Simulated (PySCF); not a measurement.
**Cl₃HOZr: electronic structure in real space**

For Cl₃HOZr, the scripts below analyse its density (charges, bond critical points, surface potential), see where an electron leaves and enters and measure its response to a uniform field.

Program: PySCF 2.14.0. Level of theory: levels as typed in each script, gas phase, geometry from GFN2-xTB. These are calculated values, not measurements.

## 1. The starting structure

SMILES `O[Zr](Cl)(Cl)Cl`, 6 atoms, charge 0, spin multiplicity 1.

Bond lengths: O1–Zr2 1.821 Å, O1–H6 0.960 Å, Zr2–Cl3 2.263 Å, Zr2–Cl4 2.263 Å, Zr2–Cl5 2.263 Å. Angles: Zr2–O1–H6 179.5°, O1–Zr2–Cl3 116.2°, O1–Zr2–Cl4 116.4°, O1–Zr2–Cl5 116.7°, Cl3–Zr2–Cl4 101.7°, Cl3–Zr2–Cl5 101.7°, Cl4–Zr2–Cl5 101.7°.

Coordinates:

```
O    -0.0224    0.0020    2.1607
Zr   -0.0014    0.0001    0.3400
Cl   -1.3526    1.5037   -0.6770
Cl   -0.6186   -1.9284   -0.6700
Cl    1.9874    0.4233   -0.6534
H    -0.0422    0.0029    3.1200
```

## 2. Density, bond paths and surface potential (wB97X/def2-tzvp)

input.py reads:

```python
import numpy as np
from pyscf import gto, scf, dft
from pyscf.scf import atom_ks, atom_hf
from scipy.linalg import block_diag

def solve(mol, dm0=None, hcore=None):
    mf = (dft.UKS if mol.spin else dft.RKS)(mol, xc='wb97x')
    mf.grids.level = 3
    mf = mf.density_fit(auxbasis='def2-universal-jkfit')
    mf.conv_tol, mf.max_cycle = 1e-8, 80
    if hcore is not None:
        mf.get_hcore = lambda *args: hcore
    mf.kernel(dm0)
    if not mf.converged:
        mf = mf.newton().run(mf.mo_coeff, mf.mo_occ, max_cycle=30)
    assert mf.converged, 'SCF not converged'
    return mf

mol = gto.M(atom='''
O     -0.02243     0.00204     2.16073
Zr    -0.00135     0.00008     0.34003
Cl    -1.35264     1.50375    -0.67703
Cl    -0.61857    -1.92836    -0.66999
Cl     1.98742     0.42328    -0.65339
H     -0.04223     0.00289     3.12005
''', basis='def2-tzvp', ecp={'Zr': 'def2-tzvp'}, charge=0, spin=0, verbose=4)
mf = solve(mol)
mf.analyze()
# spherically averaged free atoms, for the promolecule
atom_ks.AtomSphAverageRKS.init_guess_by_vsap = lambda self, mol=None: self.init_guess_by_minao(mol)  # core potentials
atm = atom_ks.get_atm_nrks(mol, xc='wb97x')
pro = block_diag(*[(atm[a[0]][2] * atm[a[0]][3]) @ atm[a[0]][2].T for a in mol._atom])
np.savez('result.npz', e=mf.e_tot, c=mf.mo_coeff, occ=mf.mo_occ, eps=mf.mo_energy, pro=pro, dip=mf.dip_moment(verbose=0), s2=mf.spin_square()[0])
```

On the command line:

```sh
OMP_NUM_THREADS=1 python input.py
```

## 4. Removing and adding an electron (wB97X/def2-tzvp)

input.py: that of step 2 with these lines changed.

```diff
@@ -27,3 +27,12 @@
 mf = solve(mol)
-mf.analyze()
+out = dict(e0=mf.e_tot, dm0=mf.make_rdm1(), c=mf.mo_coeff, occ=mf.mo_occ, eps=mf.mo_energy)
+for name, dq, spin in [('cation', 1, 1)]:
+    ion = mol.copy().set(charge=mol.charge + dq, spin=spin).build()
+    mi = solve(ion)
+    if spin and dq > 0 and mol.nao < 130:
+        c, _, stable, _ = mi.stability(return_status=True)
+        if not stable:
+            mi = solve(ion, mi.make_rdm1(c, mi.mo_occ))
+    print(name, 'vertical energy change / eV', (mi.e_tot - mf.e_tot) * 27.211386)
+    out.update({'e_' + name: mi.e_tot, 'dm_' + name: mi.make_rdm1(), 's2_' + name: mi.spin_square()[0], 'eps_' + name: mi.mo_energy, 'occ_' + name: mi.mo_occ})
 # spherically averaged free atoms, for the promolecule
@@ -32,2 +41,2 @@
 pro = block_diag(*[(atm[a[0]][2] * atm[a[0]][3]) @ atm[a[0]][2].T for a in mol._atom])
-np.savez('result.npz', e=mf.e_tot, c=mf.mo_coeff, occ=mf.mo_occ, eps=mf.mo_energy, pro=pro, dip=mf.dip_moment(verbose=0), s2=mf.spin_square()[0])
+np.savez('result.npz', pro=pro, **out)
```

## 6. Response to an electric field (wB97X/def2-tzvp)

input.py: that of step 4 with these lines changed.

```diff
@@ -26,13 +26,10 @@
 ''', basis='def2-tzvp', ecp={'Zr': 'def2-tzvp'}, charge=0, spin=0, verbose=4)
+field = np.array([0.004, 0.0, 0.0])  # atomic units
+mol.set_common_orig(mol.atom_charges() @ mol.atom_coords() / mol.atom_charges().sum())
 mf = solve(mol)
-out = dict(e0=mf.e_tot, dm0=mf.make_rdm1(), c=mf.mo_coeff, occ=mf.mo_occ, eps=mf.mo_energy)
-for name, dq, spin in [('cation', 1, 1)]:
-    ion = mol.copy().set(charge=mol.charge + dq, spin=spin).build()
-    mi = solve(ion)
-    if spin and dq > 0 and mol.nao < 130:
-        c, _, stable, _ = mi.stability(return_status=True)
-        if not stable:
-            mi = solve(ion, mi.make_rdm1(c, mi.mo_occ))
-    print(name, 'vertical energy change / eV', (mi.e_tot - mf.e_tot) * 27.211386)
-    out.update({'e_' + name: mi.e_tot, 'dm_' + name: mi.make_rdm1(), 's2_' + name: mi.spin_square()[0], 'eps_' + name: mi.mo_energy, 'occ_' + name: mi.mo_occ})
+out = dict(dm0=mf.make_rdm1(), d0=mf.dip_moment(unit='AU'), e0=mf.e_tot)
+for name, sign in (('p', 1), ('m', -1)):
+    h = mf.get_hcore() + sign * np.einsum('x,xij->ij', field, mol.intor('int1e_r'))
+    mi = solve(mol, mf.make_rdm1(), h)
+    out.update({'dm' + name: mi.make_rdm1(), 'd' + name: mi.dip_moment(unit='AU'), 'e' + name: mi.e_tot})
 # spherically averaged free atoms, for the promolecule
```

(Steps that only read results are left out.)

**Question.** What will these runs give? Wanted: dipole moment; HOMO, LUMO; vertical ionisation energy; polarisability along the field.

The runs gave:

```
                                        quantity            value
                 dipole moment (wB97X/def2-tzvp)           4.04 D
                    HOMO, LUMO (wB97X/def2-tzvp)  -11.48, 0.53 eV
    vertical ionisation energy (wB97X/def2-tzvp)         11.54 eV
polarisability along the field (wB97X/def2-tzvp)       74.5 bohr³
```

What this shows: At wB97X/def2-tzvp: The highest Hirshfeld charge is on Zr2 (+0.69 e), the lowest on O1 (−0.35 e). The ionisation energy from two SCF runs, 11.54 eV, lies 0.1 eV above −ε(HOMO) = 11.48 eV of the same level, wB97X/def2-tzvp. The geometry was not optimised at these levels.
